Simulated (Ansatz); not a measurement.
# C₂H₅BN₂: how energies converge with the basis set

An exercise on one series of results from a longer session: the logs are not shown, and one member is left open.

Method: one geometry, several basis sets; program: Ansatz 0.2.0, Gaussian basis.

Levels to be run: PBE0-D4/def2-SVP; ωB97M-V/def2-SVP; PBE0-D4/def2-QZVPP; ωB97M-V/def2-QZVPP; the functionals' def2-TZVPP values are taken from earlier runs.

### The geometry

An earlier PBE0-D4 in a triple-zeta def2 set relaxation fixed the geometry.

10 atoms, charge 0, spin multiplicity 1.

Atoms are counted from 1 here; the program's logs count them from 0.

Bond lengths: B1–C2 1.571 Å, B1–N5 1.390 Å, B1–H6 1.191 Å, C2–N3 1.284 Å, C2–H7 1.089 Å, N3–C4 1.435 Å, C4–N5 1.446 Å, C4–H8 1.097 Å, C4–H9 1.097 Å, N5–H10 1.005 Å. Angles: C2–B1–N5 101.4°, C2–B1–H6 132.9°, N5–B1–H6 125.7°, B1–C2–N3 111.5°, B1–C2–H7 130.7°, N3–C2–H7 117.8°, C2–N3–C4 109.1°, N3–C4–N5 107.5°, N3–C4–H8 109.1°, N3–C4–H9 109.1°, N5–C4–H8 111.9°, N5–C4–H9 111.9°, H8–C4–H9 107.4°, B1–N5–C4 110.5°, B1–N5–H10 129.4°, C4–N5–H10 120.1°.

Set-up of the first run:

Input file in.yaml:

```yaml
crystal:
  periodic: [false, false, false]
  atoms:
    - {symbol: B, position_ang: [0.103962, 1.134827, -0.457969]}
    - {symbol: C, position_ang: [1.183277, 0.509537, 0.497900]}
    - {symbol: N, position_ang: [0.868726, -0.685851, 0.845108]}
    - {symbol: C, position_ang: [-0.377890, -1.039709, 0.229827]}
    - {symbol: N, position_ang: [-0.812236, 0.094521, -0.555747]}
    - {symbol: H, position_ang: [0.012891, 2.193585, -0.995553]}
    - {symbol: H, position_ang: [2.111584, 0.923714, 0.887591]}
    - {symbol: H, position_ang: [-0.231004, -1.933919, -0.388357]}
    - {symbol: H, position_ang: [-1.102585, -1.297909, 1.011808]}
    - {symbol: H, position_ang: [-1.673525, 0.050104, -1.071708]}
basis:
  gaussian: {orbitals: def2-SVP}
hamiltonian: {xc: pbe0, dispersion: d4}
output: {orbitals: {seedname: orbitals}}
```

Launch:

```sh
$ ansatz run in.yaml --threads 2 --pin off --events-out ev --progress --plain --max-ram 4352MiB
```

Among the steps run: PBE0-D4 in def2-SVP; ωB97M-V in def2-SVP; PBE0-D4 in def2-QZVPP; ωB97M-V in def2-QZVPP.

One table of the session follows, with a row left open; its other results are not shown here.

It belongs to the step «Functionals by basis». 

| functional | basis | HOMO (eV) |
| --- | --- | --- |
| PBE0-D4 | def2-SVP | -7.22 |
| PBE0-D4 | def2-TZVPP | -7.41 |
| PBE0-D4 | def2-QZVPP | -7.44 |
| ωB97M-V | def2-SVP | -9.60 |
| ωB97M-V | def2-TZVPP | ? |
| ωB97M-V | def2-QZVPP | -9.83 |

Q: Estimate the row for ωB97M-V, def2-TZVPP from the others.

**Answer.** HOMO (eV): -9.80. In the column «HOMO (eV)» it lies between ωB97M-V, def2-QZVPP (-9.83) and ωB97M-V, def2-SVP (-9.60).
